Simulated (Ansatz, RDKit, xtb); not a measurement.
**C2H4F3NSi: which of the isomers drawn lies lowest?**

A sample of isomers of C2H4F3NSi is drawn. Aim: find which of them has the lowest free energy at 298.15 K, then its properties. The sample is small against all isomers, and the most stable one of this formula need not be in it.

The funnel: GFN2-xTB relaxations, single points with a density functional, relaxations at B3LYP/def2-SVP, harmonic vibrations (at GFN2-xTB), and a last energy at a higher level. All values are calculated.

### 1 Candidates

Isomers were taken from a list of plausible structures; this is a sample, not all of them. That gives 4 candidates.

```csv
label,SMILES,spin
c060,FC(F)(F)/C=N/[SiH3],singlet
c272,N=CC[Si](F)(F)F,singlet
c516,C=N[SiH2]C(F)(F)F,singlet
c842,N[SiH2]C(F)=C(F)F,singlet
```

Candidates are built by distance geometry, with a force field where one applies, in up to four conformers (letters a to d).

Q: Predict the outcome of this search (final energies at CCSD(T)/def2-SVP + MP2/def2-TZVPP - MP2/def2-SVP).

| quantity | value |
| --- | --- |
| lowest structure found | N=CC[Si](F)(F)F, singlet |
| next finalist | N=CC[Si](F)(F)F, triplet, 70.0 kcal/mol higher in G |
| share at equilibrium, among the finalists | 100.0 % |

`N=CC[Si](F)(F)F` comes out lowest. Among the finalists first place is clear (70.0 kcal/mol); structures outside the list aren't covered. r2SCAN-D4/def2-SVP, B3LYP/def2-SVP, HF/def2-SVP and MP2/def2-SVP already put its bonding pattern lowest among the structures in one piece. The search is not exhaustive (a finite list of starts, one conformer a finalist), so a lower isomer can't be ruled out. Only 4 drawn patterns were tried, so whole families of isomers are missing, and the result ranks this sample alone.
